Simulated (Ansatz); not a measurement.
# CH3ClMgO, SMILES C[O][Mg][Cl]: an atomisation energy

Computed with Ansatz 0.2.0 through its Python package.

Typed at the interpreter:
```pycon
>>> from collections import Counter
>>> import ansatz
>>> BASIS_SET = "6-31G*"
>>> METHOD = "mp2"
>>> def single_point(molecule, charge=0, unpaired=0):
...     calc = molecule.calculation().basis(gaussian=BASIS_SET).correlation(METHOD)
...     if charge:
...         calc = calc.charge(charge)
...     if unpaired:
...         calc = calc.spin("collinear", total=unpaired)
...     return calc.run(threads=1).report["free_energy_ev"]
...
>>> molecule = (
...     ansatz.Crystal.molecule()
...     .atom("C", (0.6795, 0.84, 0.1536))
...     .atom("O", (0.9517, -0.4418, 0.4325))
...     .atom("Mg", (-0.7048, -1.4803, -0.1011))
...     .atom("Cl", (-2.5296, -2.7062, -0.709))
...     .atom("H", (0.4098, 0.9745, -0.9583))
...     .atom("H", (-0.2589, 1.2027, 0.7304))
...     .atom("H", (1.5136, 1.5432, 0.4062))
... )
>>> # Hund ground states
>>> unpaired = {"C": 2, "O": 2, "Mg": 0, "Cl": 1, "H": 1}
>>> counts = Counter(site.symbol for site in molecule.cartesian_sites)
>>> atom_energy = {s: single_point(ansatz.Crystal.molecule().atom(s, (0, 0, 0)), 0, unpaired[s]) for s in counts}

>>> whole = single_point(molecule, 0, 0)
>>> for s, e in atom_energy.items():
...     print(f"{s:2s} x{counts[s]}  {e:14.5f} eV")
...
C  x1     -1026.76650 eV
O  x1     -2037.58957 eV
Mg x1     -5432.04712 eV
Cl x1    -12505.05874 eV
H  x3       -13.55761 eV
>>> print(f"CH3ClMgO: {whole:.5f} eV")
CH3ClMgO: -21064.47144 eV
>>> split = sum(counts[s] * e for s, e in atom_energy.items()) - whole
>>> print(f"atomisation energy (no zero-point term): {96.485332 * split:.1f} kJ/mol, {split / sum(counts.values()):.3f} eV an atom")
atomisation energy (no zero-point term): 2155.2 kJ/mol, 3.191 eV an atom
```

2155.2 kJ/mol from the electronic energies, without the zero-point term.

What to keep in mind:
- Total energies depend on the basis set; only differences at equal settings carry meaning.
- The geometry is a force-field or estimated start, not a minimum of this method, and the basis set is short of its limit. All parts are taken at fixed geometry, without zero-point energy.
- In double-zeta sets correlated atomisation energies come out some 10 to 15 % low.
- Finished in 2.2 s on 1 thread of Intel(R) Xeon(R) Platinum 8488C (Sapphire Rapids), with other jobs on the host, peak memory 0.18 GiB.

(Lines on the test bed's own set-up are left out of the output.)
